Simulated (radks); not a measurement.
# I in [Kr] 4d10 5s2 5p5: an all-electron calculation

The task here is to estimate one member of a computed series from the others.

Method: Dirac Kohn-Sham, exchange-only LDA, spin-unpolarised, spherical densities, finite nucleus; open shells fill j = l - 1/2 first. Code: radks (a radial shooting solver on a logarithmic mesh, Libxc functionals) version 1.

### Starting point

```
element            : iodine (Z = 53)
charge             : 0
electrons          : 53
configuration      : [Kr] 4d10 5s2 5p5
nuclear rms radius : 4.75 fm
```

The first run:

The run's settings:

```text
Z 53
configuration [Kr] 4d10 5s2 5p5
relativity Dirac
functional lda,
spin unpolarised
j_filling energy
nucleus finite rms 4.75 fm
c 137.035999084
```

One table of the session follows, with a row left open; its other results are not shown here.

It belongs to the step «Shells». From the orbitals of this run (lengths in bohr):

| level | <r> | outermost maximum (interpolated) | 90 % within | nodes |
| --- | --- | --- | --- | --- |
| 1s1/2 | 0.02725 | 0.0176 | 0.0490 | 0 |
| 2s1/2 | 0.1169 | 0.0994 | 0.181 | 1 |
| 2p1/2 | 0.09851 | 0.0761 | 0.162 | 0 |
| 2p3/2 | 0.1042 | 0.0809 | 0.169 | 0 |
| 3s1/2 | 0.3143 | 0.286 | 0.462 | 2 |
| 3p1/2 | 0.3044 | 0.272 | 0.458 | 1 |
| 3p3/2 | 0.3160 | 0.283 | 0.474 | 1 |
| 3d3/2 | 0.2867 | 0.230 | 0.451 | 0 |
| 3d5/2 | 0.2904 | 0.233 | 0.456 | 0 |
| 4s1/2 | 0.7404 | 0.681 | 1.07 | 3 |
| 4p1/2 | 0.7731 | 0.698 | 1.13 | 2 |
| 4p3/2 | 0.8019 | 0.723 | 1.17 | 2 |
| 4d3/2 | 0.9169 | 0.774 | 1.40 | 1 |
| 4d5/2 | 0.9287 | 0.783 | 1.42 | 1 |
| 5s1/2 | 1.967 | 1.70 | 2.89 | 4 |
| 5p1/2 | 2.415 | 1.96 | 3.67 | 3 |
| 5p3/2 | ? | ? | ? | ? |

**Question.** Estimate the row for 5p3/2.

The run gave: <r>: 2.552; outermost maximum (interpolated): 2.06; 90 % within: 3.89; nodes: 3. In the column «<r>» it is the highest.

Limits of these values: Spin polarisation and multiplet splitting are left out.
